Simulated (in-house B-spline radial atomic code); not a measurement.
**Os⁷⁺: a one-valence-electron spectrum**

Aim: the levels of the one electron of Os⁷⁺ outside the core [Xe] 4f14, from frozen-core Dirac-Hartree-Fock to screened Brueckner orbitals, then its lines and polarisabilities.

Program: an in-house B-spline radial atomic code, version 1. Level of theory: frozen-core Dirac-Hartree-Fock, second-order and screened correlation potential (Brueckner orbitals), static RPA core polarisation, Breit and QED for the lowest s, p, d states, no-pair Dirac-Coulomb. These are calculated values, not measurements, unless marked.

## Step 1: The system

```
element : osmium (Z = 76)
charge  : +7
core    : [Xe] 4f14
nucleus : mass number 192, rms radius 5.413 fm
```

## Step 2: The run, and its states

The run's settings:

```ini
basis_form = 2
Z = 76
core_configuration = [Xe] 4f14
rms_radius = 5.4126
mass_number = 192
speed_of_light = 137.035999084
box_radius = 36.25
lmax = 6
intervals = 66
virtual_cutoff = 11552.0
```

Run with:

```console
$ python run_mb.py task.json out
```

The settings stand in task.json.

Further steps of the session: Transitions.

Before running it: what results should come out? Wanted: lowest one-electron state over this core; next one-electron state; strongest of the lines computed from the lowest state; polarisability of the lowest state; core polarisability.

As calculated:

```
                                                                                   quantity                                                                 value
                                                   lowest one-electron state over this core                                                                 5d3/2
                                                                         its removal energy                                             102.34 eV (DHF 100.56 eV)
                                                                    next one-electron state                                                     5d5/2 at 1.673 eV
strongest of the lines computed from the lowest state (states outside the list are missing)                                            6p1/2, 41.34 nm, f = 0.168
                                                         polarisability of the lowest state                                                           1.785 bohr³
                                                                        core polarisability                                                           1.431 bohr³
                                                           semi-empirical ionisation energy  102.02 ± 0.07 eV (NIST Atomic Spectra Database, ionization energies)
```

In words: Correlation with the core binds 5d3/2 more tightly by 1.8 % of its DHF energy; screening changes the second-order Brueckner shift by -14 %. The quantum defects of the lowest states are s 2.76, p 2.53, d 2.08: they fall with l, as the electron reaches less into the core. Core polarisation and Brueckner orbitals change the element of the strongest line by -11 %. The semi-empirical ionisation energy, 102.02 ± 0.07 eV, is missed by +0.32 % at the final rung.
